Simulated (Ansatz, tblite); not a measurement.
# SrCl₂ with GFN1-xTB from a Python script

These are simulated results from tblite 0.8.0, not measurements. The cell began as a measured structure and was relaxed with r2SCAN in plane waves (Ansatz 0.2.0). All runs are without spin polarisation.

Space group Fm-3m (No. 225), cubic; a = 6.995 Å in the conventional setting, 28.53 Å³ an atom. Around Sr lie 8 Cl at 3.03 Å; around Cl lie 4 Sr at 3.03 Å.

tblite solves periodic systems at the zone centre alone, so the script builds a cluster of 2×2×2 conventional cells (96 atoms), which folds in a coarse mesh of k points.

Input script:

```python
import json
from ase import Atoms
from ase.build import make_supercell
from ase.units import Bohr, GPa, Hartree
from tblite.interface import Calculator

atoms = Atoms(['Sr', 'Cl', 'Cl'],
              cell=[[-0.0, 3.497651, 3.497651], [3.497651, 0.0, 3.497651], [3.497651, 3.497651, 0.0]],
              scaled_positions=[[0.0, -0.0, -0.0], [0.25, 0.25, 0.25], [0.75, 0.75, 0.75]],
              pbc=True)
cluster = make_supercell(atoms, [[-2, 2, 2], [2, -2, 2], [2, 2, -2]])
calc = Calculator('GFN1-xTB', cluster.numbers, cluster.positions / Bohr, lattice=cluster.cell[:] / Bohr, periodic=cluster.pbc)
calc.set('temperature', 0.02 / Hartree)
calc.set('max-iter', 150)
res = calc.singlepoint()
levels = res.get('orbital-energies') * Hartree
nv = round(res.get('orbital-occupations').sum() / 2)
cells = len(cluster) // len(atoms)
out = {'energy_per_cell': res.get('energy') * Hartree / cells, 'homo': levels[nv - 1], 'lumo': levels[nv],
       'stress': (-res.get('virial') * Hartree / cluster.get_volume() / GPa).tolist(), 'charges': res.get('charges')[:len(atoms)].tolist(), 'electrons': 2 * nv / cells}
json.dump(out, open('results.json', 'w'))
for key, value in out.items():
    print(key, value)
```

Command: `python run.py`. It took 11 s on 1 thread of Arm Neoverse V1 (shared host), peak memory 0.19 GiB.

What it printed:

```
------------------------------------------------------------
  cycle        total energy    energy error   density error
------------------------------------------------------------
      1     -295.7071433311  -2.9525233E+02   7.1412477E-01
      2      2876.350380227   3.1720575E+03   1.0681653E+00
      3      2255.982434845  -6.2036795E+02   1.0281222E+00
      4      1164.370636364  -1.0916118E+03   6.9311264E-01
      5      64.55914011142  -1.0998115E+03   3.6404424E-01
      6      97.66181061387   3.3102671E+01   3.4664681E-01
      7     -56.02829715660  -1.5369011E+02   2.7436267E-01
      8     -58.40832010857  -2.3800230E+00   2.7309546E-01
      9     -178.8922560053  -1.2048394E+02   1.8902130E-01
     10     -289.6548210824  -1.1076257E+02   9.9384200E-02
     11     -294.8513930732  -5.1965720E+00   6.3111482E-02
     12     -298.1501802487  -3.2987872E+00   3.0308272E-02
     13     -298.8120517246  -6.6187148E-01   2.5945801E-02
     14     -298.8960106488  -8.3958924E-02   1.2047986E-02
     15     -298.8920876152   3.9230337E-03   2.0000385E-03
     16     -298.8971412440  -5.0536288E-03   4.3493326E-04
     17     -298.8971553664  -1.4122409E-05   3.4718782E-04
     18     -298.8971175637   3.7802700E-05   2.8107572E-04
     19     -298.8971946299  -7.7066203E-05   1.7161975E-04
     20     -298.8971935388   1.0911507E-06   4.3776547E-05
     21     -298.8971948621  -1.3233253E-06   1.4200746E-05
     22     -298.8971949667  -1.0466039E-07   4.3932459E-06
------------------------------------------------------------

 total:                                  10.597 sec
energy_per_cell -254.1689673075183
homo 26.42134898017005
lumo 31.10919404245904
stress [[-5.235614266795355, 0.001537289030986868, 0.001537289030971393], [0.0015372890309868035, -5.235614266795347, 0.0015372890310284945], [0.0015372890309713842, 0.0015372890310284579, -5.235614266795203]]
charges [1.000400611856771, -0.5033813399006485, -0.503116352593284]
electrons 16.0
```

The cycle table is in hartree for the whole cluster, and the lines after it are in eV (the energy for one cell). The printed stress is in GPa and positive in compression, and the pressure is its mean diagonal.

GFN1-xTB gives a gap of 4.69 eV. On the same cell, plane-wave PBE (Ansatz, 6×6×6 k points and the special points) gives a gap of 5.31 eV and r2SCAN a gap of 5.94 eV; on shared hosts these took about 2.2 and 5.5 core-seconds on the 3-atom cell, against 11 for the script. Semilocal gaps usually lie below measured ones. xTB was fitted to molecules, so gaps, charges and pressures of solids can be far off, and the gap also depends on the size of the cluster.

The same script was run on cells scaled at fixed shape and fractional coordinates:

```json
{"volume (Å³/atom)": "25.10", "energy (meV/atom)": "-91.0", "pressure (GPa, positive in compression)": "-2.97", "gap (eV)": "5.33"}
{"volume (Å³/atom)": "26.81", "energy (meV/atom)": "-51.5", "pressure (GPa, positive in compression)": "-4.33", "gap (eV)": "4.99"}
{"volume (Å³/atom)": "28.53", "energy (meV/atom)": "0.0", "pressure (GPa, positive in compression)": "-5.24", "gap (eV)": "4.69"}
{"volume (Å³/atom)": "30.24", "energy (meV/atom)": "59.4", "pressure (GPa, positive in compression)": "-5.84", "gap (eV)": "4.41"}
{"volume (Å³/atom)": "31.95", "energy (meV/atom)": "124.2", "pressure (GPa, positive in compression)": "-6.27", "gap (eV)": "4.17"}
```

The minimum lies beyond the smallest of these volumes.

xTB was fitted mostly to molecules, and a small cluster samples few k points, so gaps, pressures and kinks along a curve can be far from a solid's.
